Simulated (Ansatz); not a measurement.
# CH6SSeSi: rotation by 180° about the Si3–S4 bond

How high is the barrier for the rotation by 180° about the Si3–S4 bond? Relax the two ends, then run a nudged elastic band between them. SMILES of the start: C[Se][SiH2]S.

Method: RKS B3LYP-D4/def2-SVP, in Ansatz 0.2.0.

**1. The starting structure**

Bond lengths: C1–Se2 1.910 Å, Se2–Si3 2.273 Å, Si3–S4 2.212 Å, C1–H5 1.100 Å, C1–H6 1.187 Å, C1–H7 1.090 Å, Si3–H8 1.406 Å, Si3–H9 1.528 Å, S4–H10 1.375 Å. Angles: C1–Se2–Si3 90.0°, Se2–C1–H5 114.2°, Se2–C1–H6 108.1°, Se2–C1–H7 111.7°, H5–C1–H6 106.0°, H5–C1–H7 110.5°, H6–C1–H7 105.9°, Se2–Si3–S4 109.7°, Se2–Si3–H8 111.7°, Se2–Si3–H9 107.5°, S4–Si3–H8 110.5°, S4–Si3–H9 107.1°, H8–Si3–H9 110.2°, Si3–S4–H10 91.0°.

As a file:

```xyz
10

C    -1.1813    1.0712   -0.5331
Se   -0.3220    1.0218    1.1721
Si    0.4641   -1.0614    0.7141
S     1.9888   -0.9477   -0.8842
H    -0.4886    1.0488   -1.3878
H    -1.7733    2.0963   -0.6178
H    -1.9310    0.2854   -0.6287
H    -0.5713   -1.9382    0.3456
H     1.1672   -1.5731    1.9702
H     2.7305   -0.0545   -0.1475
```

**2. End point A**

input.yaml reads:

```yaml
crystal:
  periodic: [false, false, false]
  atoms:
    - { symbol: C, position_ang: [-1.1813, 1.0712, -0.5331] }
    - { symbol: Se, position_ang: [-0.322, 1.0218, 1.1721] }
    - { symbol: Si, position_ang: [0.4641, -1.0614, 0.7141] }
    - { symbol: S, position_ang: [1.9888, -0.9477, -0.8842] }
    - { symbol: H, position_ang: [-0.4886, 1.0488, -1.3878] }
    - { symbol: H, position_ang: [-1.7733, 2.0963, -0.6178] }
    - { symbol: H, position_ang: [-1.931, 0.2854, -0.6287] }
    - { symbol: H, position_ang: [-0.5713, -1.9382, 0.3456] }
    - { symbol: H, position_ang: [1.1672, -1.5731, 1.9702] }
    - { symbol: H, position_ang: [2.7305, -0.0545, -0.1475] }
basis:
  gaussian: { orbitals: def2-SVP }
hamiltonian:
  xc: b3lyp
  dispersion: d4
relax:
  f_tol: 0.015
  max_steps: 40
```

Started as:

```bash
> ansatz run input.yaml --threads 2 --pin off --max-ram 3072MiB --backend cpu --events-out ev --progress --plain --runs-dir out
```

Output, shortened:

```text
Warning: RAYON_NUM_THREADS=2 ignored (pool sized by the plan → 2); use --threads N
[...]
Functional definition: B3LYP
[...]
1168 factors; integrals over basis functions are off by at most 3.5e-4 eV
[...]
mean field -85185.84748724 eV, -3130.5221541147 hartree, gradient 2.9e-5 eV, S^2 0.000000; 0 other end points of the search recorded, 0 dependent functions left out
[...]
reference -85185.84773365 eV, -3130.5221631701 hartree; 38, 38 occupied and 74, 74 virtual orbitals, 1168 factors
relax step   1: F+E_penalty+E_count = -85186.30326987 eV  Δ(F+E_penalty+E_count) = +0.000e0 eV  max|allowed force component| = 2.643e0 eV/Å  Δτ_max = 0.0000 Å  (24 SCF iters, accepted)
[...]
relax step   4: F+E_penalty+E_count = -85186.64316787 eV  Δ(F+E_penalty+E_count) = -1.234e-2 eV  max|allowed force component| = 1.415e-1 eV/Å  Δτ_max = 0.0615 Å  (25 SCF iters, accepted)
[...]
relax step   7: F+E_penalty+E_count = -85186.65075418 eV  Δ(F+E_penalty+E_count) = -1.971e-3 eV  max|allowed force component| = 4.070e-2 eV/Å  Δτ_max = 0.0628 Å  (26 SCF iters, accepted)
[...]
relax step  10: F+E_penalty+E_count = -85186.65273211 eV  Δ(F+E_penalty+E_count) = -1.165e-4 eV  max|allowed force component| = 2.848e-2 eV/Å  Δτ_max = 0.0239 Å  (25 SCF iters, accepted)
[...]
relax step  11: F+E_penalty+E_count = -85186.65275611 eV  Δ(F+E_penalty+E_count) = -2.400e-5 eV  max|allowed force component| = 1.897e-2 eV/Å  Δτ_max = 0.0149 Å  (25 SCF iters, accepted)
[...]
relax step  12: F+E_penalty+E_count = -85186.65281526 eV  Δ(F+E_penalty+E_count) = -5.915e-5 eV  max|allowed force component| = 9.737e-3 eV/Å  Δτ_max = 0.0026 Å  (23 SCF iters, accepted)
1168 factors; integrals over basis functions are off by at most 4.3e-4 eV
mean field -85186.20723488 eV, -3130.5353745967 hartree, gradient 8.0e-6 eV, S^2 0.000000; 1 other end points of the search recorded, 0 dependent functions left out
[...]
reference -85186.20748625 eV, -3130.5353838345 hartree; 38, 38 occupied and 74, 74 virtual orbitals, 1168 factors
Total energy: -85186.65306664 eV, -3130.5517586116 hartree
Atom 0 at    -1.231446     1.156998    -0.583483 Å, force     0.002344    -0.005273     0.009737 eV/Å
Atom 1 at    -0.507827     0.869082     1.235297 Å, force    -0.000908    -0.000316    -0.002081 eV/Å
Atom 2 at     0.540096    -1.114608     0.802428 Å, force     0.000846     0.000861    -0.000840 eV/Å
Atom 3 at     1.918552    -0.988329    -0.860790 Å, force    -0.001554     0.000050     0.001799 eV/Å
Atom 4 at    -0.433261     1.015658    -1.323255 Å, force     0.003827     0.000836    -0.004772 eV/Å
Atom 5 at    -1.593704     2.192370    -0.615953 Å, force    -0.001995     0.007050    -0.001944 eV/Å
Atom 6 at    -2.062173     0.466382    -0.777392 Å, force    -0.003078    -0.002517    -0.000967 eV/Å
Atom 7 at    -0.400682    -2.186930     0.374926 Å, force     0.000212    -0.000457    -0.000254 eV/Å
Atom 8 at     1.208477    -1.485237     2.080313 Å, force    -0.000106     0.000058    -0.000193 eV/Å
Atom 9 at     2.645068     0.023214    -0.329191 Å, force     0.000412    -0.000290    -0.000486 eV/Å
Dipole moment:    -0.056125     0.104868    -0.068860 e Å
```

Run time: 44 s. Hardware: 2 threads of Arm Neoverse V2, shared host; peak memory 0.28 GiB.

Relaxation path:

```tsv
step	energy from step 1 (eV)	largest force component (eV/Å)
1	0.0000	2.6428
2	-0.2526	0.6391
3	-0.3276	0.2837
4	-0.3399	0.1415
5	-0.3445	0.0966
6	-0.3455	0.1036
7	-0.3475	0.0407
8	-0.3490	0.0377
9	-0.3493	0.0251
10	-0.3495	0.0285
11	-0.3495	0.0190
12	-0.3495	0.0097
```

Step 1 is the start.

After: Bond lengths: C1–Se2 1.979 Å, Se2–Si3 2.285 Å, Si3–S4 2.164 Å, C1–H5 1.097 Å, C1–H6 1.097 Å, C1–H7 1.098 Å, Si3–H8 1.489 Å, Si3–H9 1.489 Å, S4–H10 1.354 Å. Angles: C1–Se2–Si3 96.9°, Se2–C1–H5 109.6°, Se2–C1–H6 106.6°, Se2–C1–H7 110.3°, H5–C1–H6 110.0°, H5–C1–H7 110.5°, H6–C1–H7 109.8°, Se2–Si3–S4 112.8°, Se2–Si3–H8 112.9°, Se2–Si3–H9 105.0°, S4–Si3–H8 102.9°, S4–Si3–H9 112.8°, H8–Si3–H9 110.5°, Si3–S4–H10 94.8°.

**3. End point B**

The second end starts from a geometry with the move made by hand.

Edit input.yaml of step 2 so:

```diff
@@ -12,3 +12,3 @@
     - { symbol: H, position_ang: [1.1672, -1.5731, 1.9702] }
-    - { symbol: H, position_ang: [2.7305, -0.0545, -0.1475] }
+    - { symbol: H, position_ang: [1.28136, -1.83835, -1.65681] }
 basis:
```

Started as:

```bash
> ansatz run input.yaml --threads 2 --pin off --max-ram 3072MiB --backend cpu --events-out ev --progress --plain --runs-dir out
```

Output, shortened:

```text
Warning: RAYON_NUM_THREADS=2 ignored (pool sized by the plan → 2); use --threads N
[...]
[... 1 set-up line as earlier in the session ...]
[...]
1169 factors; integrals over basis functions are off by at most 3.5e-4 eV
[...]
mean field -85185.80615257 eV, -3130.5206350938 hartree, gradient 1.7e-5 eV, S^2 0.000000; 0 other end points of the search recorded, 0 dependent functions left out
[...]
reference -85185.80639766 eV, -3130.5206441007 hartree; 38, 38 occupied and 74, 74 virtual orbitals, 1169 factors
relax step   1: F+E_penalty+E_count = -85186.25960695 eV  Δ(F+E_penalty+E_count) = +0.000e0 eV  max|allowed force component| = 2.631e0 eV/Å  Δτ_max = 0.0000 Å  (25 SCF iters, accepted)
[...]
relax step   5: F+E_penalty+E_count = -85186.58559213 eV  Δ(F+E_penalty+E_count) = -7.383e-3 eV  max|allowed force component| = 1.535e-1 eV/Å  Δτ_max = 0.0280 Å  (25 SCF iters, accepted)
[...]
Total energy: -85186.59490373 eV, -3130.5496211641 hartree
Atom 0 at    -1.278148     1.185987    -0.574785 Å, force    -0.000807     0.000207    -0.000889 eV/Å
Atom 1 at    -0.469881     0.884960     1.205144 Å, force     0.002724    -0.000319    -0.001149 eV/Å
Atom 2 at     0.529302    -1.109116     0.730739 Å, force     0.001066    -0.000799    -0.000583 eV/Å
Atom 3 at     1.856446    -0.882990    -0.972572 Å, force    -0.000721    -0.000166    -0.000766 eV/Å
Atom 4 at    -0.521790     1.023067    -1.353533 Å, force    -0.003315    -0.000036     0.001794 eV/Å
Atom 5 at    -1.613357     2.231149    -0.592923 Å, force    -0.000079    -0.002920     0.000180 eV/Å
Atom 6 at    -2.136703     0.517974    -0.722884 Å, force     0.002791     0.001707    -0.000976 eV/Å
Atom 7 at    -0.439786    -2.185396     0.373695 Å, force    -0.000662     0.001257     0.000501 eV/Å
Atom 8 at     1.256825    -1.475670     1.976111 Å, force    -0.001637    -0.000602     0.000373 eV/Å
Atom 9 at     1.451053    -2.025215    -1.575402 Å, force     0.000640     0.001671     0.001515 eV/Å
Dipole moment:    -0.222446    -0.181022    -0.212687 e Å
```

Wall time 61 s (2 threads of Arm Neoverse V2, shared host); peak memory 0.28 GiB.

Step by step:

```tsv
step	energy from step 1 (eV)	largest force component (eV/Å)
1	0.0000	2.6313
2	-0.2061	0.6236
3	-0.3123	0.2974
4	-0.3186	0.3875
5	-0.3260	0.1535
6	-0.3305	0.0401
7	-0.3329	0.0654
8	-0.3336	0.0393
9	-0.3339	0.0100
10	-0.3340	0.0150
11	-0.3341	0.0685
12	-0.3343	0.0695
13	-0.3346	0.0405
14	-0.3348	0.0185
15	-0.3349	0.0467
16	-0.3350	0.0241
17	-0.3350	0.0033
```

Step 1 is the start.

After: Bond lengths: C1–Se2 1.978 Å, Se2–Si3 2.280 Å, Si3–S4 2.171 Å, C1–H5 1.098 Å, C1–H6 1.098 Å, C1–H7 1.098 Å, Si3–H8 1.492 Å, Si3–H9 1.488 Å, S4–H10 1.354 Å. Angles: C1–Se2–Si3 97.2°, Se2–C1–H5 109.5°, Se2–C1–H6 106.5°, Se2–C1–H7 110.4°, H5–C1–H6 109.9°, H5–C1–H7 110.7°, H6–C1–H7 109.8°, Se2–Si3–S4 109.9°, Se2–Si3–H8 113.3°, Se2–Si3–H9 104.8°, S4–Si3–H8 106.5°, S4–Si3–H9 112.5°, H8–Si3–H9 109.9°, Si3–S4–H10 94.5°.

**4. Nudged elastic band**

crystal.atoms is end A as relaxed above, and neb.final_atoms is end B, turned to lie on A. With 5 inner images the band has 7 in all.

input.yaml reads:

```yaml
crystal:
  periodic: [false, false, false]
  atoms:
    - { symbol: C, position_ang: [-1.231446, 1.156998, -0.583483] }
    - { symbol: Se, position_ang: [-0.507827, 0.869082, 1.235297] }
    - { symbol: Si, position_ang: [0.540096, -1.114608, 0.802428] }
    - { symbol: S, position_ang: [1.918552, -0.988329, -0.86079] }
    - { symbol: H, position_ang: [-0.433261, 1.015658, -1.323255] }
    - { symbol: H, position_ang: [-1.593704, 2.19237, -0.615953] }
    - { symbol: H, position_ang: [-2.062173, 0.466382, -0.777392] }
    - { symbol: H, position_ang: [-0.400682, -2.18693, 0.374926] }
    - { symbol: H, position_ang: [1.208477, -1.485237, 2.080313] }
    - { symbol: H, position_ang: [2.645068, 0.023214, -0.329191] }
basis:
  gaussian: { orbitals: def2-SVP }
hamiltonian:
  xc: b3lyp
  dispersion: d4
neb:
  order_check: false
  images: 5
  f_tol: 0.05
  max_iterations: 60
  initial_path: idpp
  final_atoms:
    - { symbol: C, position_ang: [-1.26041105, 1.19459963, -0.55608749] }
    - { symbol: Se, position_ang: [-0.84522814, 0.7662417, 1.32969953] }
    - { symbol: Si, position_ang: [0.62674646, -0.92643228, 0.91992957] }
    - { symbol: S, position_ang: [2.23832821, -0.21251461, -0.34768171] }
    - { symbol: H, position_ang: [-0.326446, 1.28793428, -1.12535608] }
    - { symbol: H, position_ang: [-1.7905947, 2.15580081, -0.54865471] }
    - { symbol: H, position_ang: [-1.90373186, 0.41896591, -0.9917732] }
    - { symbol: H, position_ang: [0.0114439, -2.08594118, 0.21145763] }
    - { symbol: H, position_ang: [1.10338642, -1.34971241, 2.26464191] }
    - { symbol: H, position_ang: [2.22960676, -1.30034185, -1.15327546] }
```

Started as:

```bash
> ansatz run input.yaml --threads 2 --pin off --max-ram 3072MiB --backend cpu --events-out ev --progress --plain --runs-dir out
```

Output, shortened:

```text
Warning: RAYON_NUM_THREADS=2 ignored (pool sized by the plan → 2); use --threads N
[...]
[... 1 set-up line as earlier in the session ...]
[...]
1168 factors; integrals over basis functions are off by at most 3.4e-4 eV
[...]
mean field -85186.20724147 eV, -3130.5353748387 hartree, gradient 1.6e-5 eV, S^2 0.000000; 0 other end points of the search recorded, 0 dependent functions left out
[...]
reference -85186.20749255 eV, -3130.5353840660 hartree; 38, 38 occupied and 74, 74 virtual orbitals, 1168 factors
1168 factors; integrals over basis functions are off by at most 3.3e-4 eV
[...]
mean field -85186.14947940 eV, -3130.5332521220 hartree, gradient 1.9e-5 eV, S^2 0.000000; 0 other end points of the search recorded, 0 dependent functions left out
[...]
reference -85186.14973103 eV, -3130.5332613691 hartree; 38, 38 occupied and 74, 74 virtual orbitals, 1168 factors
[...]
Atom 1 at    -0.651404     1.050402     1.126961 Å, force     0.000914    -0.001042    -0.002580 eV/Å
Atom 2 at     0.670084    -0.784731     0.810627 Å, force     0.007520    -0.004028    -0.001368 eV/Å
Atom 3 at     2.136289    -0.458508    -0.760875 Å, force     0.001118     0.002936    -0.000386 eV/Å
Atom 4 at    -0.720966     1.225958    -1.441969 Å, force    -0.000566     0.001273     0.000549 eV/Å
Atom 5 at    -2.220266     1.842937    -0.679046 Å, force     0.001646     0.002113     0.001251 eV/Å
Atom 6 at    -1.982581     0.075067    -0.855568 Å, force     0.003278     0.001337     0.001056 eV/Å
Atom 7 at    -0.190802    -1.949020     0.456265 Å, force    -0.003312     0.001613     0.001700 eV/Å
Atom 8 at     1.378156    -1.037981     2.095164 Å, force    -0.003839     0.001669     0.000234 eV/Å
Atom 9 at     3.143513    -1.048914    -0.077189 Å, force    -0.002183    -0.000332     0.000327 eV/Å
Dipole moment:    -0.044128    -0.142361    -0.038202 e Å
this run last wrote the band of iteration 14 to <dir>; this run last wrote the band within `neb.f_tol` of iteration 9 to <dir>
```

Run time: 3.3 min. Hardware: 2 threads of Arm Neoverse V2, shared host; peak memory 0.28 GiB.

**5. Images and barrier**

Images 0 and 6 are the ends. Energies count from image 0; the path length is the program's own measure over all atoms.

```tsv
image	path (Å)	energy (eV)	dihedral Se2–Si3–S4–H10 (°)	band force (eV/Å)
0	0.000	0.0000	56	-
1	0.641	0.0164	70	0.008
2	1.282	0.0843	99	0.030
3*	1.924	0.1450	138	0.007
4	2.515	0.1040	172	0.021
5	3.106	0.0666	-159	0.016
6	3.698	0.0582	-136	-
```

The star marks the climbing image.

image, energy (eV) and a bar:
```
        0      0.000 
        1      0.016 ###
        2      0.084 #################
        3      0.145 ##############################
        4      0.104 ######################
        5      0.067 ##############
        6      0.058 ############
```

How the highest energy settled:

```tsv
iteration	highest image above image 0 (eV)	largest band force (eV/Å)
1	0.3116	0.793
3	0.1557	0.222
5	0.1491	0.033
7	0.1479	0.056
9	0.1464	0.046
11	0.1455	0.096
13	0.1450	0.069
14	0.1450	0.030
```

The band as a trajectory file:

```xyz
10
image=0 dE=0.0000
C    -1.231    1.157   -0.583
Se   -0.508    0.869    1.235
Si    0.540   -1.115    0.802
S     1.919   -0.988   -0.861
H    -0.433    1.016   -1.323
H    -1.594    2.192   -0.616
H    -2.062    0.466   -0.777
H    -0.401   -2.187    0.375
H     1.208   -1.485    2.080
H     2.645    0.023   -0.329
10
image=1 dE=0.0164
C    -1.317    1.126   -0.612
Se   -0.463    0.992    1.168
Si    0.578   -1.009    0.799
S     1.995   -1.018   -0.836
H    -0.548    1.188   -1.391
H    -1.920    2.043   -0.603
H    -1.971    0.261   -0.787
H    -0.409   -2.046    0.390
H     1.235   -1.357    2.088
H     2.903   -0.232   -0.213
10
image=2 dE=0.0843
C    -1.417    1.087   -0.636
Se   -0.536    1.051    1.137
Si    0.623   -0.888    0.781
S     2.058   -0.842   -0.846
H    -0.668    1.245   -1.422
H    -2.126    1.926   -0.619
H    -1.969    0.153   -0.812
H    -0.339   -1.961    0.413
H     1.330   -1.190    2.055
H     3.128   -0.634   -0.048
10
image=3 dE=0.1450
C    -1.479    1.033   -0.671
Se   -0.651    1.050    1.127
Si    0.670   -0.785    0.811
S     2.136   -0.459   -0.761
H    -0.721    1.226   -1.442
H    -2.220    1.843   -0.679
H    -1.983    0.075   -0.856
H    -0.191   -1.949    0.456
H     1.378   -1.038    2.095
H     3.144   -1.049   -0.077
10
image=4 dE=0.1040
C    -1.498    0.968   -0.714
Se   -0.719    1.060    1.103
Si    0.718   -0.698    0.896
S     2.236   -0.174   -0.557
H    -0.727    1.151   -1.473
H    -2.258    1.759   -0.760
H    -1.975   -0.008   -0.878
H    -0.017   -1.926    0.473
H     1.320   -0.916    2.241
H     3.004   -1.266   -0.329
10
image=5 dE=0.0666
C    -1.467    0.891   -0.753
Se   -0.826    1.027    1.115
Si    0.742   -0.622    1.004
S     2.262   -0.026   -0.420
H    -0.635    1.046   -1.450
H    -2.215    1.684   -0.879
H    -1.935   -0.087   -0.924
H     0.164   -1.923    0.557
H     1.269   -0.759    2.389
H     2.723   -1.282   -0.635
10
image=6 dE=0.0582
C    -1.225    1.255   -0.501
Se   -0.632    0.914    1.355
Si    0.658   -0.913    0.912
S     2.164   -0.411   -0.570
H    -0.357    1.237   -1.172
H    -1.680    2.254   -0.505
H    -1.968    0.507   -0.808
H    -0.115   -2.062    0.358
H     1.251   -1.287    2.224
H     1.986   -1.544   -1.290
```

**6. Frequencies at the highest image**

The geometry is the highest inner image of the first converged band.

input.yaml reads:

```yaml
crystal:
  periodic: [false, false, false]
  atoms:
    - { symbol: C, position_ang: [-1.478924, 1.033389, -0.67147] }
    - { symbol: Se, position_ang: [-0.651404, 1.050402, 1.126961] }
    - { symbol: Si, position_ang: [0.670084, -0.784731, 0.810627] }
    - { symbol: S, position_ang: [2.136289, -0.458508, -0.760875] }
    - { symbol: H, position_ang: [-0.720966, 1.225958, -1.441969] }
    - { symbol: H, position_ang: [-2.220266, 1.842937, -0.679046] }
    - { symbol: H, position_ang: [-1.982581, 0.075067, -0.855568] }
    - { symbol: H, position_ang: [-0.190802, -1.94902, 0.456265] }
    - { symbol: H, position_ang: [1.378156, -1.037981, 2.095164] }
    - { symbol: H, position_ang: [3.143513, -1.048914, -0.077189] }
basis:
  gaussian: { orbitals: def2-SVP }
hamiltonian:
  xc: b3lyp
  dispersion: d4
phonons: {}
```

Started as:

```bash
> ansatz run input.yaml --threads 2 --pin off --max-ram 3072MiB --backend cpu --events-out ev --progress --plain --runs-dir out
```

Output, shortened:

```text
Warning: RAYON_NUM_THREADS=2 ignored (pool sized by the plan → 2); use --threads N
[...]
[... 1 set-up line as earlier in the session ...]
[...]
1169 factors; integrals over basis functions are off by at most 3.1e-4 eV
[...]
mean field -85186.06793287 eV, -3130.5302553424 hartree, gradient 4.6e-5 eV, S^2 0.000000; 0 other end points of the search recorded, 0 dependent functions left out
[...]
reference -85186.06818984 eV, -3130.5302647857 hartree; 38, 38 occupied and 74, 74 virtual orbitals, 1169 factors
[...]
1169 factors; integrals over basis functions are off by at most 3.2e-4 eV
[...]
mean field -85186.06769991 eV, -3130.5302467810 hartree, gradient 1.3e-6 eV, S^2 0.000000; 0 other end points of the search recorded, 0 dependent functions left out
[...]
reference -85186.06795683 eV, -3130.5302562229 hartree; 38, 38 occupied and 74, 74 virtual orbitals, 1169 factors
[...]
1169 factors; integrals over basis functions are off by at most 3.1e-4 eV
[...]
WARN: phonons: modes at or below zero, which the zero-point energy, F, S and C_V leave out: 1, the lowest at -205.11 cm⁻¹. A minimum has none, and a first-order saddle one
[...]
Atom 1 at    -0.651404     1.050402     1.126961 Å, force    -0.000017    -0.000123    -0.002507 eV/Å
Atom 2 at     0.670084    -0.784731     0.810627 Å, force     0.007495    -0.004646    -0.001469 eV/Å
Atom 3 at     2.136289    -0.458508    -0.760875 Å, force     0.001063     0.002975    -0.000804 eV/Å
Atom 4 at    -0.720966     1.225958    -1.441969 Å, force    -0.000390     0.001246     0.000665 eV/Å
Atom 5 at    -2.220266     1.842937    -0.679046 Å, force     0.001702     0.002143     0.001352 eV/Å
Atom 6 at    -1.982581     0.075067    -0.855568 Å, force     0.003455     0.001013     0.001193 eV/Å
Atom 7 at    -0.190802    -1.949020     0.456265 Å, force    -0.003202     0.001592     0.001706 eV/Å
Atom 8 at     1.378156    -1.037981     2.095164 Å, force    -0.003827     0.001666     0.000212 eV/Å
Atom 9 at     3.143513    -1.048914    -0.077189 Å, force    -0.002182    -0.000330     0.000341 eV/Å
Dipole moment:    -0.044143    -0.142357    -0.038216 e Å
Vibrations: -205.11 35.93 123.21 133.57 178.44 382.07 498.83 508.36 581.12 679.93 749.25 836.35 907.60 921.77 933.62 1296.34 1445.03 1451.95 2210.57 2236.89 2673.98 3053.94 3166.64 3169.44 cm⁻¹, zero-point energy 1.746616 eV
```

Run time: 2.2 min. Hardware: 2 threads of Arm Neoverse V2, shared host; peak memory 0.27 GiB.

Of 24 modes, 1 is imaginary by more than 30 cm⁻¹ (205i cm⁻¹).

**7. What came out**

| quantity | value |
| --- | --- |
| end A | 11 moves, 0.350 eV lower |
| end B | 16 moves, 0.335 eV lower |
| barrier forwards | 0.145 eV |
| barrier backwards | 0.087 eV |
| second end relative to first | +0.058 eV |
| highest image | 3 of 0 to 6, climbing |
| band iterations | 14 |
| imaginary modes at the top | 205i cm⁻¹ |

**Reading.** The barrier from the first end is 0.14 eV, 6 times kT at 300 K; with a typical attempt rate of 10^13 per second that is roughly 10^11 events a second. Going back costs 0.087 eV, since the second end is 0.058 eV above the first. The listed dihedral goes from 56° at end A through 138° at the highest image to -136° at end B. One imaginary mode, as a first-order saddle point has. Zero-point energy and entropy are left out.
